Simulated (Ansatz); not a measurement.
# C2H8OSSi: the cost of one run

Program: Ansatz 0.2.0. Level of theory: RKS CAM-B3LYP-D4/6-31G*. These are calculated values, not measurements.

## (1) The structure to begin with

Bond lengths: C1–S2 1.780 Å, S2–C3 1.810 Å, C3–Si4 1.851 Å, Si4–O5 1.636 Å, C1–H6 1.170 Å, C1–H7 1.081 Å, C1–H8 1.045 Å, C3–H9 1.150 Å, C3–H10 1.104 Å, Si4–H11 1.558 Å, Si4–H12 1.454 Å, O5–H13 1.021 Å. Angles (14 of 20 angles, heavy atoms first): C1–S2–C3 97.2°, S2–C3–Si4 112.4°, C3–Si4–O5 115.6°, S2–C1–H6 107.1°, S2–C1–H7 111.6°, S2–C1–H8 112.0°, S2–C3–H9 105.6°, S2–C3–H10 111.0°, Si4–C3–H9 108.1°, Si4–C3–H10 115.5°, C3–Si4–H11 104.6°, C3–Si4–H12 111.4°, O5–Si4–H11 106.3°, O5–Si4–H12 111.6°.

Coordinates:

```xyz
13

C    -1.6731    0.7426    0.9711
S    -0.0192    1.3586    0.7370
C     0.8147   -0.2469    0.6692
Si    0.9647   -0.8909   -1.0599
O     1.4867    0.1886   -2.1731
H    -2.3788    1.6720    1.0541
H    -2.0245    0.2036    0.1022
H    -1.7678    0.2055    1.8630
H     1.8748   -0.0625    1.0746
H     0.3811   -0.9496    1.4022
H    -0.4909   -1.2672   -1.4667
H     1.7384   -2.1208   -1.1024
H     1.1145    1.1323   -2.0565
```

## (2) End point A

The input, input.yaml:

```yaml
crystal:
  periodic: [false, false, false]
  atoms:
    - { symbol: C, position_ang: [-1.6731, 0.7426, 0.9711] }
    - { symbol: S, position_ang: [-0.0192, 1.3586, 0.737] }
    - { symbol: C, position_ang: [0.8147, -0.2469, 0.6692] }
    - { symbol: Si, position_ang: [0.9647, -0.8909, -1.0599] }
    - { symbol: O, position_ang: [1.4867, 0.1886, -2.1731] }
    - { symbol: H, position_ang: [-2.3788, 1.672, 1.0541] }
    - { symbol: H, position_ang: [-2.0245, 0.2036, 0.1022] }
    - { symbol: H, position_ang: [-1.7678, 0.2055, 1.863] }
    - { symbol: H, position_ang: [1.8748, -0.0625, 1.0746] }
    - { symbol: H, position_ang: [0.3811, -0.9496, 1.4022] }
    - { symbol: H, position_ang: [-0.4909, -1.2672, -1.4667] }
    - { symbol: H, position_ang: [1.7384, -2.1208, -1.1024] }
    - { symbol: H, position_ang: [1.1145, 1.1323, -2.0565] }
basis:
  gaussian: { orbitals: "6-31G*" }
hamiltonian:
  xc: cam_b3lyp
  dispersion: d4
relax:
  f_tol: 0.015
  max_steps: 40
```

Command:

```bash
> ansatz run input.yaml --threads 2 --pin off --max-ram 3072MiB --backend cpu --events-out ev --progress --plain --runs-dir out
```

Q: Estimate wall time and peak memory on 2 threads of Intel Xeon Platinum 8488C (Sapphire Rapids), shared host.

About 63 s, with a peak of 0.29 GiB.
